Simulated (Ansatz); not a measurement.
# Li: equation of state

An exercise on one series of results from a longer session: the logs are not shown, and one member is left open.

Method: DFT PBEsol, scalar-relativistic, in Ansatz 0.2.0.

## Starting point

Symmetry: P6_3/mmc, No. 194, hexagonal system. The conventional cell has a = 3.111 Å, b = 3.111 Å, c = 5.093 Å, α = 90.00°, β = 90.00°, γ = 120.00°. Li (site symmetry -6m2) has 12 Li at 3.11 to 3.12 Å as nearest neighbours.

Coordinates:

```cif
data_structure
_symmetry_space_group_name_H-M 'P 1'
_symmetry_Int_Tables_number 1
_cell_length_a 3.1110
_cell_length_b 3.1110
_cell_length_c 5.0930
_cell_angle_alpha 90.000
_cell_angle_beta 90.000
_cell_angle_gamma 120.000
_cell_volume 42.69
loop_
_atom_site_label
_atom_site_type_symbol
_atom_site_fract_x
_atom_site_fract_y
_atom_site_fract_z
_atom_site_occupancy
Li1 Li 0.33333 0.66667 0.25000 1
Li2 Li 0.66667 0.33333 0.75000 1
```

Atoms are numbered in the order of the input: Li1, Li2.

Set-up of the first run:

input.yaml reads:

```yaml
crystal:
  lattice:
    - [3.0474944919, 0.0, 0.0]
    - [-1.523747246, 2.6392076479, 0.0]
    - [0.0, 0.0, 4.9890320517]
  atoms:
    - { symbol: Li, position: [0.3333333333, 0.6666666667, 0.25] }
    - { symbol: Li, position: [0.6666666667, 0.3333333333, 0.75] }
kpoints:
  mp_grid: { grid: [15, 15, 8] }
  band_path:
    path:
      - [0.0, 0.0, 0.0]
      - [0.5, 0.0, 0.0]
      - [0.3333333333, 0.3333333333, 0.0]
      - [0.0, 0.0, 0.0]
      - [0.0, 0.0, 0.5]
      - [0.5, 0.0, 0.5]
      - [0.3333333333, 0.3333333333, 0.5]
      - [0.0, 0.0, 0.5]
      - [0.5, 0.0, 0.5]
    npoints: 5
scf:
  occupations: { method: fermi_dirac, width: 0.03 }
hamiltonian:
  xc: pbesol
  pseudopotentials: { kind: all_electron, lapw: { basis_error: 0.00025 } }
output:
  forces: true
  stress: true
  eigenvalues: true
```

Started as:

```sh
$ ansatz run input.yaml --threads 1 --pin off --max-ram 3072MiB --backend cpu --events-out ev --progress --plain --runs-dir out
```

Steps of the session up to this table: Volume × 0.94, LAPW; Volume × 0.94, PAW; Volume × 0.94, crystal datasets; Volume × 0.98, LAPW; Volume × 0.98, PAW; Volume × 0.98, crystal datasets; Volume × 1.01, LAPW; Volume × 1.01, PAW; Volume × 1.01, crystal datasets; Volume × 1.04, LAPW; Volume × 1.04, PAW; Volume × 1.04, crystal datasets.

One of the session's tables, all rows but one given; the rest of the session is left out.

```
          method  volume (Å³/atom)  pressure (GPa)
            LAPW            20.063            0.09
            LAPW            20.917           -0.45
            LAPW            21.557           -0.80
            LAPW            22.198           -1.10
             PAW            20.063               ?
             PAW            20.917           -0.45
             PAW            21.557           -0.80
             PAW            22.198           -1.10
crystal datasets            20.063            0.09
crystal datasets            20.917           -0.45
crystal datasets            21.557           -0.80
crystal datasets            22.198           -1.10
```

Estimate the missing values for PAW, 20.063.

As computed: pressure (GPa): 0.10. In the column «pressure (GPa)» it is the highest.

Caveats from the session: Shape and positions are held, so a fully relaxed modulus can be lower. Warnings in the runs' records: crystal datasets made.
